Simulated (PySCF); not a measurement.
**[Gd(PH3)]3+: forces at shaken geometries**

Aim: move all atoms of relaxed [Gd(PH3)]3+ at random and read energies and forces. The species was built from a template and needn't be a known compound.

Computed with PySCF 2.14.0. Level: PBE0, Gd lcecp-1-SVP with ECP53, P def2-SVP, H def2-SVP; scalar-relativistic core potentials, no spin–orbit coupling.

2 further runs of the same task are left out: 1 for a known fault of the program, 1 that didn't finish.

## 1. The system as given

5 atoms, charge 3, spin multiplicity 1.

Bond lengths: Gd1–P2 2.928 Å, P2–H3 1.428 Å, P2–H4 1.428 Å, P2–H5 1.428 Å. Angles: Gd1–P2–H3 111.5°, Gd1–P2–H4 111.5°, Gd1–P2–H5 111.5°, H3–P2–H4 107.4°, H3–P2–H5 107.4°, H4–P2–H5 107.4°.

Geometry (Å):

```xyz
5

Gd    0.0000    0.0000   -0.4072
P     0.0000    0.0000    2.5203
H     1.3285    0.0000    3.0428
H    -0.6643    1.1505    3.0428
H    -0.6643   -1.1505    3.0428
```

Formal oxidation states: Gd +3. Each metal's 7 4f electrons lie in its core potential, so multiplicities, spins and levels count the valence alone. An earlier session relaxed this geometry at PBE0, Gd lcecp-1-SVP with ECP53, P def2-SVP, H def2-SVP (singlet, point group C3v).

Its energy there is -377.473992 Eh.

## 2. Atoms moved at random, σ = 0.15 Å

File run.py (the lines that set the calculation):

```python
mol = gto.M(atom='''
Gd     0.05793    -0.01268    -0.43112
P     -0.02520    -0.21979     2.30522
H      1.16609     0.12629     3.08321
H     -0.48999     1.22316     3.01605
H     -0.70883    -1.11698     3.26807''',
    basis={'Gd': 'lcecp-1-SVP', 'P': 'def2-SVP', 'H': 'def2-SVP'},
    ecp={'Gd': 'lcecp-1-SVP'},
    charge=3, spin=0)
mf = dft.RKS(mol, xc='PBE0')
mf.grids.atom_grid = (50, 194)  # f atoms: unpruned, at least (60, 302)
mf = mf.density_fit()  # fitting sets: Gd AutoAux, P def2-universal-JKFIT, H def2-universal-JKFIT
mf.conv_tol = 1e-08; mf.max_cycle = 55
mf.kernel(dm0)  # dm0: the density of the relaxed state
```

Command:

```console
$ OMP_NUM_THREADS=2 python run.py
```

## 3. Atoms moved at random, σ = 0.06 Å

File run.py (the lines that set the calculation):

```python
mol = gto.M(atom='''
Gd    -0.05896    -0.03268    -0.36429
P      0.02180    -0.03139     2.54725
H      1.42698     0.07201     3.01090
H     -0.72227     1.12250     3.05579
H     -0.66755    -1.13045     2.99178''',
    basis={'Gd': 'lcecp-1-SVP', 'P': 'def2-SVP', 'H': 'def2-SVP'},
    ecp={'Gd': 'lcecp-1-SVP'},
    charge=3, spin=0)
mf = dft.RKS(mol, xc='PBE0')
mf.grids.atom_grid = (50, 194)  # f atoms: unpruned, at least (60, 302)
mf = mf.density_fit()  # fitting sets: Gd AutoAux, P def2-universal-JKFIT, H def2-universal-JKFIT
mf.conv_tol = 1e-08; mf.max_cycle = 55
mf.kernel(dm0)  # dm0: the density of the relaxed state
```

## 4. Atoms moved at random, σ = 0.06 Å

File run.py (the lines that set the calculation):

```python
mol = gto.M(atom='''
Gd     0.10064     0.02529    -0.32848
P     -0.01845     0.00051     2.60516
H      1.36796     0.11150     3.09526
H     -0.69416     1.02035     2.88166
H     -0.75599    -1.15765     2.98783''',
    basis={'Gd': 'lcecp-1-SVP', 'P': 'def2-SVP', 'H': 'def2-SVP'},
    ecp={'Gd': 'lcecp-1-SVP'},
    charge=3, spin=0)
mf = dft.RKS(mol, xc='PBE0')
mf.grids.atom_grid = (50, 194)  # f atoms: unpruned, at least (60, 302)
mf = mf.density_fit()  # fitting sets: Gd AutoAux, P def2-universal-JKFIT, H def2-universal-JKFIT
mf.conv_tol = 1e-08; mf.max_cycle = 55
mf.kernel(dm0)  # dm0: the density of the relaxed state
```

Before running it: what results should come out? Wanted: for each run, σ; energy rise; harmonic estimate −½ F·u; largest force component.

The runs gave:

| σ (Å) | energy rise (eV) | harmonic estimate −½ F·u (eV) | largest force component (eV/Å) |
| --- | --- | --- | --- |
| 0.15 | 0.962 | 0.893 | 3.75 |
| 0.06 | 0.118 | 0.120 | 1.92 |
| 0.06 | 0.524 | 0.540 | 4.51 |

Every displacement raises the energy. For a harmonic well the rise equals −½ F·u; the two differ by at most 7 % here (a move with σ = 0.15 Å), from anharmonicity, the grid and the small forces left at the relaxed point. The bases are small and lack diffuse functions. Spin–orbit coupling is left out.
